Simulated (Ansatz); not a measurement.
# C2H10AlNSi: a ladder of functionals and wavefunction methods

An exercise on one series of results from a longer session: the logs are not shown, and one member is left open.

Program: Ansatz 0.2.0, Gaussian basis. Level of theory: functionals in def2-TZVPP, the program's frozen cores in correlated methods. These are calculated values, not measurements.

The runs, in order: LDA (SPW92), PBE-D4, revPBE-D4, BLYP-D4, r2SCAN-D4, B97M-V, PBE0-D4, B3LYP-D4, r2SCANh-D4, r2SCAN0-D4, HSE06-D4, BHLYP-D4, CAM-B3LYP-D4, LC-ωPBE, ωB97X-V, ωB97M-V, B2PLYP, PBE-QIDH; CCSD(T)/def2-SVP; CCSD(T)/def2-TZVPP; MP2/def2-QZVPP; extrapolation to the limit; RPA on PBE.

## The geometry

An earlier PBE0-D4 in a triple-zeta def2 set relaxation fixed the geometry.

15 atoms, charge 0, spin multiplicity 1.

Atoms are counted from 1 here; the program's logs count them from 0.

Bond lengths: C1–Al2 1.957 Å, C1–H6 1.094 Å, C1–H7 1.094 Å, C1–H8 1.096 Å, Al2–C3 2.004 Å, Al2–H9 1.595 Å, C3–N4 1.469 Å, C3–H10 1.098 Å, C3–H11 1.097 Å, N4–Si5 1.696 Å, N4–H12 1.009 Å, Si5–H13 1.491 Å, Si5–H14 1.484 Å, Si5–H15 1.525 Å. Angles: Al2–C1–H6 112.0°, Al2–C1–H7 112.4°, Al2–C1–H8 110.1°, H6–C1–H7 108.2°, H6–C1–H8 107.2°, H7–C1–H8 106.7°, C1–Al2–C3 117.5°, C1–Al2–H9 121.0°, C3–Al2–H9 120.0°, Al2–C3–N4 106.4°, Al2–C3–H10 113.8°, Al2–C3–H11 107.8°, N4–C3–H10 112.5°, N4–C3–H11 109.3°, H10–C3–H11 106.8°, C3–N4–Si5 116.1°, C3–N4–H12 116.6°, Si5–N4–H12 122.1° and more.

The first run:

in.yaml reads:

```yaml
crystal:
  periodic: [false, false, false]
  atoms:
    - {symbol: C, position_ang: [-2.030909, -0.137778, 1.189803]}
    - {symbol: Al, position_ang: [-0.140427, 0.367584, 1.190360]}
    - {symbol: C, position_ang: [1.158956, -0.908287, 0.354020]}
    - {symbol: N, position_ang: [0.995989, -0.774384, -1.100231]}
    - {symbol: Si, position_ang: [0.709073, 0.794663, -1.676156]}
    - {symbol: H, position_ang: [-2.284447, -0.773597, 0.336942]}
    - {symbol: H, position_ang: [-2.694950, 0.731020, 1.176808]}
    - {symbol: H, position_ang: [-2.269990, -0.703620, 2.097824]}
    - {symbol: H, position_ang: [0.390104, 1.561892, 2.105038]}
    - {symbol: H, position_ang: [2.197970, -0.758105, 0.675488]}
    - {symbol: H, position_ang: [0.876330, -1.923992, 0.658584]}
    - {symbol: H, position_ang: [1.431640, -1.483551, -1.670636]}
    - {symbol: H, position_ang: [1.846870, 1.756022, -1.740390]}
    - {symbol: H, position_ang: [-0.013176, 0.822952, -2.972707]}
    - {symbol: H, position_ang: [-0.194832, 1.378179, -0.595549]}
basis:
  gaussian: {orbitals: def2-TZVPP}
hamiltonian: {xc: lda}
output: {orbitals: {seedname: orbitals}}
```

On the command line:

```
> ansatz run in.yaml --threads 4 --pin off --events-out ev --progress --plain --max-ram 10444MiB
```

Steps of the session up to this table: LDA; PBE-D4 (GGA); revPBE-D4 (GGA); BLYP-D4 (GGA); r2SCAN-D4 (meta-GGA); B97M-V (meta-GGA); PBE0-D4 (hybrid); B3LYP-D4 (hybrid); r2SCANh-D4 (hybrid); r2SCAN0-D4 (hybrid); HSE06-D4 (hybrid); BHLYP-D4 (hybrid); CAM-B3LYP-D4 (range-separated); LC-ωPBE (range-separated); ωB97X-V (range-separated); ωB97M-V (range-separated); B2PLYP (double hybrid); PBE-QIDH (double hybrid).

One table of the session follows, with a row left open; its other results are not shown here.

It belongs to the step «Frontier levels by functional». 

| functional | HOMO (eV) | gap (eV) |
| --- | --- | --- |
| LDA (SPW92) | -5.64 | 3.83 |
| PBE-D4 | -5.54 | 3.99 |
| revPBE-D4 | -5.50 | 4.05 |
| BLYP-D4 | -5.43 | 4.04 |
| r2SCAN-D4 | -5.78 | 4.56 |
| B97M-V | ? | ? |
| PBE0-D4 | -6.83 | 6.11 |
| B3LYP-D4 | -6.62 | 5.72 |
| r2SCANh-D4 | -6.27 | 5.33 |
| r2SCAN0-D4 | -7.01 | 6.48 |
| HSE06-D4 | -6.43 | 5.33 |
| BHLYP-D4 | -8.06 | 8.22 |
| CAM-B3LYP-D4 | -8.20 | 8.49 |
| LC-ωPBE | -9.56 | 10.94 |
| ωB97X-V | -9.22 | 10.49 |
| ωB97M-V | -9.12 | 10.09 |

**Question.** Estimate the row for B97M-V.

The run gave: HOMO (eV): -5.96; gap (eV): 4.58. In the column «HOMO (eV)» it lies between r2SCANh-D4 (-6.27) and r2SCAN-D4 (-5.78).
